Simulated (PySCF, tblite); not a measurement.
# C₂H₁₀OSi₂: dynamics, then NMR shifts on frames, part 2 of 2

tblite 0.8.0 and PySCF 2.14.0. Atoms count from 0.

## (5) NMR shieldings: 625 fs, PBE0/pcSseg-1

The job: settings as JSON, then the geometry in Å.

```
{"job": {"kind": "nmr", "xc": "PBE0", "basis": "pcSseg-1", "pop": false}, "charge": 0, "multiplicity": 1}
C     -2.588500     1.749900    -0.633900
O     -1.557100     0.799000    -0.498000
C     -1.181100     0.543600     0.874400
Si     0.404700    -0.508400     0.807900
Si     1.778800     0.172200    -0.837700
H     -3.311500     1.533900     0.161800
H     -2.163800     2.771500    -0.662000
H     -2.913900     1.415700    -1.644400
H     -2.004400     0.078400     1.384100
H     -0.944900     1.465200     1.404300
H      1.051400    -0.310400     2.069200
H     -0.217300    -1.870700     0.862300
H      2.202800    -0.941500    -1.731900
H      2.919500     0.677800     0.030400
H      1.417600     1.169600    -1.834500
```

Level: GIAO PBE0/pcSseg-1 NMR shielding, non-relativistic, gas phase.

Output:

```text
coarse grid: 12712 points
cycle   1  E = -735.8180107342  dE =  1.659e-01  |g| = 5.249e-01  |ddm| = 3.232e+00
cycle   2  E = -735.7541193159  dE =  6.389e-02  |g| = 7.933e-01  |ddm| = 1.216e+00
cycle   3  E = -735.8715324804  dE = -1.174e-01  |g| = 6.168e-02  |ddm| = 8.193e-01
cycle   4  E = -735.8721241266  dE = -5.916e-04  |g| = 2.474e-02  |ddm| = 5.373e-02
cycle   5  E = -735.8722689611  dE = -1.448e-04  |g| = 6.657e-03  |ddm| = 2.518e-02
cycle   6  E = -735.8722792543  dE = -1.029e-05  |g| = 1.256e-03  |ddm| = 7.005e-03
cycle   7  E = -735.8722796354  dE = -3.811e-07  |g| = 2.861e-04  |ddm| = 1.269e-03
final grid: 111200 points
cycle   8  E = -735.9118678849  dE = -1.506e-05  |g| = 1.014e-02  |ddm| = 1.759e-02
cycle   9  E = -735.9118472363  dE =  2.065e-05  |g| = 1.486e-02  |ddm| = 1.403e-02
cycle  10  E = -735.9118866833  dE = -3.945e-05  |g| = 1.131e-03  |ddm| = 8.882e-03
cycle  11  E = -735.9118869686  dE = -2.853e-07  |g| = 1.411e-04  |ddm| = 1.190e-03
cycle  12  E = -735.9118869732  dE = -4.539e-09  |g| = 4.233e-05  |ddm| = 1.903e-04
cycle  13  E = -735.9118869736  dE = -4.093e-10  |g| = 1.526e-05  |ddm| = 5.496e-05
converged SCF energy = -735.9118869736

GIAO shielding tensors (ppm)
atom      isotropic    diamagn.    paramagn.     s11        s22        s33       span
  0 C      116.608     248.938    -132.330     83.581     90.188    176.055     92.475
  1 O      320.663     403.046     -82.383    285.394    330.284    346.311     60.918
  2 C      124.901     252.173    -127.272     78.267    104.168    192.267    114.000
  3 Si     426.351     881.623    -455.272    385.357    434.355    459.340     73.983
  4 Si     470.996     880.124    -409.128    420.785    474.260    517.944     97.159
  5 H       28.061      28.692      -0.631     24.388     25.912     33.884      9.496
  6 H       27.340      29.190      -1.851     23.216     25.771     33.032      9.817
  7 H       26.469      28.829      -2.359     21.353     24.375     33.681     12.327
  8 H       28.669      32.996      -4.327     25.429     27.490     33.090      7.661
  9 H       28.795      33.091      -4.296     24.661     28.659     33.065      8.404
 10 H       28.467      31.026      -2.559     24.929     26.208     34.264      9.335
 11 H       27.175      29.595      -2.420     23.277     25.710     32.537      9.260
 12 H       27.867      28.602      -0.734     24.579     25.433     33.591      9.012
 13 H       27.427      28.143      -0.717     23.688     25.414     33.178      9.490
 14 H       28.196      29.854      -1.658     24.399     27.061     33.127      8.728
```

Wall time 20 s (1 thread of Intel Xeon Platinum 8375C at 2.90GHz, shared host); peak memory 0.74 GiB.

This run: δ C0 70.3, C2 62.0, O1 15.4, Si3 -77.2, H7 5.25, H11 4.54 ppm.

## (6) Shielding tensors: 800 fs, PBE0/pcSseg-1

The job: settings as JSON, then the geometry in Å.

```
{"job": {"kind": "nmr", "xc": "PBE0", "basis": "pcSseg-1", "pop": false}, "charge": 0, "multiplicity": 1}
C     -2.922700     1.172500     0.012000
O     -1.668900     0.491600    -0.010000
C     -1.187600    -0.004900     1.191200
Si     0.594600    -0.498700     0.858700
Si     1.474500     0.945300    -0.799300
H     -3.676900     0.406000     0.282800
H     -2.974900     2.090600     0.600500
H     -3.188800     1.459300    -0.927400
H     -1.841100    -0.769000     1.541300
H     -1.192800     0.803600     1.965500
H      1.487000    -0.179200     2.011900
H      0.672100    -1.897300     0.569100
H      1.448600     0.407700    -2.151800
H      2.839700     1.441400    -0.530800
H      0.672700     2.134300    -0.784600
```

Method: GIAO PBE0/pcSseg-1 NMR shielding, non-relativistic, gas phase.

Output:

```text
coarse grid: 12712 points
cycle   1  E = -735.8297638887  dE =  2.216e-01  |g| = 5.063e-01  |ddm| = 3.244e+00
cycle   2  E = -735.7763518852  dE =  5.341e-02  |g| = 7.440e-01  |ddm| = 1.107e+00
cycle   3  E = -735.8793751803  dE = -1.030e-01  |g| = 6.102e-02  |ddm| = 7.220e-01
cycle   4  E = -735.8799714516  dE = -5.963e-04  |g| = 1.961e-02  |ddm| = 4.519e-02
cycle   5  E = -735.8800585507  dE = -8.710e-05  |g| = 5.670e-03  |ddm| = 1.925e-02
cycle   6  E = -735.8800660329  dE = -7.482e-06  |g| = 7.117e-04  |ddm| = 5.676e-03
final grid: 111200 points
cycle   7  E = -735.9187867115  dE = -1.852e-05  |g| = 9.942e-03  |ddm| = 1.769e-02
cycle   8  E = -735.9187722887  dE =  1.442e-05  |g| = 1.350e-02  |ddm| = 1.281e-02
cycle   9  E = -735.9188050331  dE = -3.274e-05  |g| = 1.189e-03  |ddm| = 7.671e-03
cycle  10  E = -735.9188053355  dE = -3.023e-07  |g| = 1.403e-04  |ddm| = 1.202e-03
cycle  11  E = -735.9188053399  dE = -4.389e-09  |g| = 4.708e-05  |ddm| = 1.869e-04
cycle  12  E = -735.9188053404  dE = -5.145e-10  |g| = 1.463e-05  |ddm| = 5.219e-05
converged SCF energy = -735.9188053404

GIAO shielding tensors (ppm)
atom      isotropic    diamagn.    paramagn.     s11        s22        s33       span
  0 C      125.133     239.825    -114.692     86.779     97.016    191.605    104.826
  1 O      331.163     402.359     -71.196    293.930    315.944    383.616     89.686
  2 C      130.915     248.801    -117.886     95.136    108.051    189.559     94.422
  3 Si     426.174     880.613    -454.439    370.552    419.507    488.463    117.912
  4 Si     467.330     880.604    -413.274    443.537    474.360    484.093     40.555
  5 H       28.131      27.212       0.920     23.820     25.604     34.970     11.150
  6 H       28.654      28.144       0.510     25.223     25.976     34.764      9.541
  7 H       29.609      31.111      -1.502     26.030     26.788     36.009      9.980
  8 H       28.638      31.464      -2.826     24.893     27.299     33.722      8.828
  9 H       28.194      30.526      -2.332     24.058     27.361     33.163      9.105
 10 H       27.294      29.178      -1.884     23.695     25.504     32.681      8.986
 11 H       28.103      30.098      -1.995     24.276     26.125     33.907      9.631
 12 H       28.454      29.750      -1.295     25.035     26.156     34.172      9.137
 13 H       28.304      29.192      -0.888     24.966     25.696     34.251      9.285
 14 H       28.667      30.923      -2.256     24.519     28.297     33.183      8.664
```

It took 22 s on 1 thread of Intel Xeon Platinum 8375C at 2.90GHz, shared host; peak memory 0.74 GiB.

Key values: δ C0 61.8, C2 56.0, O1 4.9, Si3 -77.0, H10 4.42, H11 3.61 ppm.

## (7) NMR shieldings: 1000 fs, PBE0/pcSseg-1

The job: settings as JSON, then the geometry in Å.

```
{"job": {"kind": "nmr", "xc": "PBE0", "basis": "pcSseg-1", "pop": false}, "charge": 0, "multiplicity": 1}
C     -2.983200     0.646800     0.331200
O     -1.647300     0.529400     0.027300
C     -0.743800     0.362200     1.182400
Si     0.951700    -0.198400     0.446600
Si     2.030200     1.583600    -0.521600
H     -3.340200    -0.286500     0.781300
H     -3.235500     1.570700     0.903000
H     -3.674900     0.639800    -0.535400
H     -1.199900    -0.403300     1.828200
H     -0.754200     1.234500     1.826100
H      1.592900    -0.777200     1.627300
H      0.636300    -1.333100    -0.417100
H      0.939200     2.589400    -1.031700
H      2.722000     1.048800    -1.766000
H      3.021700     2.317000     0.272000
```

Level: GIAO PBE0/pcSseg-1 NMR shielding, non-relativistic, gas phase.

Output:

```text
coarse grid: 12712 points
cycle   1  E = -735.8267506675  dE =  7.042e-02  |g| = 5.155e-01  |ddm| = 3.214e+00
cycle   2  E = -735.7662319128  dE =  6.052e-02  |g| = 7.750e-01  |ddm| = 1.123e+00
cycle   3  E = -735.8784596246  dE = -1.122e-01  |g| = 5.945e-02  |ddm| = 7.292e-01
cycle   4  E = -735.8789968745  dE = -5.372e-04  |g| = 2.375e-02  |ddm| = 5.116e-02
cycle   5  E = -735.8791305593  dE = -1.337e-04  |g| = 6.533e-03  |ddm| = 2.419e-02
cycle   6  E = -735.8791406167  dE = -1.006e-05  |g| = 1.232e-03  |ddm| = 6.546e-03
cycle   7  E = -735.8791409959  dE = -3.791e-07  |g| = 2.836e-04  |ddm| = 1.337e-03
final grid: 111200 points
cycle   8  E = -735.9181972660  dE = -1.228e-05  |g| = 1.008e-02  |ddm| = 1.645e-02
cycle   9  E = -735.9181777599  dE =  1.951e-05  |g| = 1.455e-02  |ddm| = 1.359e-02
cycle  10  E = -735.9182158047  dE = -3.804e-05  |g| = 1.129e-03  |ddm| = 8.447e-03
cycle  11  E = -735.9182160874  dE = -2.827e-07  |g| = 1.443e-04  |ddm| = 1.119e-03
cycle  12  E = -735.9182160920  dE = -4.650e-09  |g| = 3.568e-05  |ddm| = 1.671e-04
cycle  13  E = -735.9182160923  dE = -2.753e-10  |g| = 1.453e-05  |ddm| = 4.879e-05
converged SCF energy = -735.9182160923

GIAO shielding tensors (ppm)
atom      isotropic    diamagn.    paramagn.     s11        s22        s33       span
  0 C      126.185     239.191    -113.006     89.263     99.836    189.457    100.194
  1 O      319.188     401.019     -81.831    286.150    316.087    355.327     69.177
  2 C      115.721     250.759    -135.038     72.751     90.089    184.324    111.573
  3 Si     429.541     880.682    -451.141    393.549    430.853    464.219     70.670
  4 Si     461.357     879.618    -418.261    446.237    465.683    472.152     25.915
  5 H       28.158      28.579      -0.422     24.305     25.460     34.707     10.402
  6 H       27.945      26.896       1.049     23.987     24.918     34.930     10.942
  7 H       27.408      27.704      -0.297     23.879     24.588     33.756      9.877
  8 H       28.342      32.072      -3.730     25.161     27.831     32.035      6.874
  9 H       28.492      31.913      -3.421     25.609     27.704     32.161      6.552
 10 H       27.939      29.458      -1.519     24.403     26.066     33.348      8.944
 11 H       27.828      29.985      -2.157     24.083     26.332     33.069      8.986
 12 H       26.646      27.991      -1.345     23.001     25.948     30.988      7.987
 13 H       27.384      28.021      -0.637     24.094     25.196     32.863      8.770
 14 H       28.071      28.449      -0.377     24.948     25.470     33.796      8.847
```

Wall time 21 s (1 thread of Intel Xeon Platinum 8375C at 2.90GHz, shared host); peak memory 0.74 GiB.

This run: δ C2 71.2, C0 60.7, O1 16.9, Si3 -80.4, H12 5.07, H13 4.33 ppm.

## (8) Side by side: NMR shifts

Shifts (ppm) of some atoms, chosen among heavy atoms and hydrogens apart, with basis size and wall time:

| frame | C0 | C2 | H7 | H12 | O1 | Si3 | Si4 | functions | time |
| --- | --- | --- | --- | --- | --- | --- | --- | --- | --- |
| 250 fs | 69.2 | 62.5 | 4.96 | 4.61 | 20.0 | -74.9 | -111.2 | 149 | 25 s |
| 425 fs | 62.3 | 59.1 | 3.71 | 4.35 | 0.1 | -75.5 | -115.1 | 149 | 21 s |
| 625 fs | 70.3 | 62.0 | 5.25 | 3.85 | 15.4 | -77.2 | -121.8 | 149 | 20 s |
| 800 fs | 61.8 | 56.0 | 2.11 | 3.26 | 4.9 | -77.0 | -118.2 | 149 | 22 s |
| 1000 fs | 60.7 | 71.2 | 4.31 | 5.07 | 16.9 | -80.4 | -112.2 | 149 | 21 s |

## (9) Outcome

What follows sums up all 2 parts.

| quantity | value |
| --- | --- |
| thermostat | 300 K |
| mean temperature, second half | 297 K |
| mean potential energy above the minimum | 0.49 eV |
| 13C shifts against TMS (PBE0/pcSseg-1, 250 fs) | 69.2, 62.5 ppm |
| 1H shifts against TMS (PBE0/pcSseg-1, 250 fs) | 4.96, 4.75, 4.61, 4.53, 4.20, 4.08, 3.65, 3.63, 3.43, 2.08 ppm |
| 17O shifts against H2O (PBE0/pcSseg-1, 250 fs) | 20.0 ppm |
| 29Si shifts against TMS (PBE0/pcSseg-1, 250 fs) | -74.9, -111.2 ppm |
| range of the shift of O1 | 0.1 to 20.0 ppm |

In words: In the second half the potential energy averages 0.49 eV above the minimum; equipartition over 39 harmonic modes at 300 K would give 0.50 eV. With 15 atoms the temperature swings widely (148 to 407 K). Shifts at one fixed geometry are not the observed spectrum, which averages over the motion. In the first frame run (250 fs): The largest span, 119 ppm, is at Si3, where the paramagnetic term is -457 ppm. In ppm, O1 moves most: its shift spreads over 19.9 ppm, from 0.1 (425 fs) to 20.0 (250 fs).
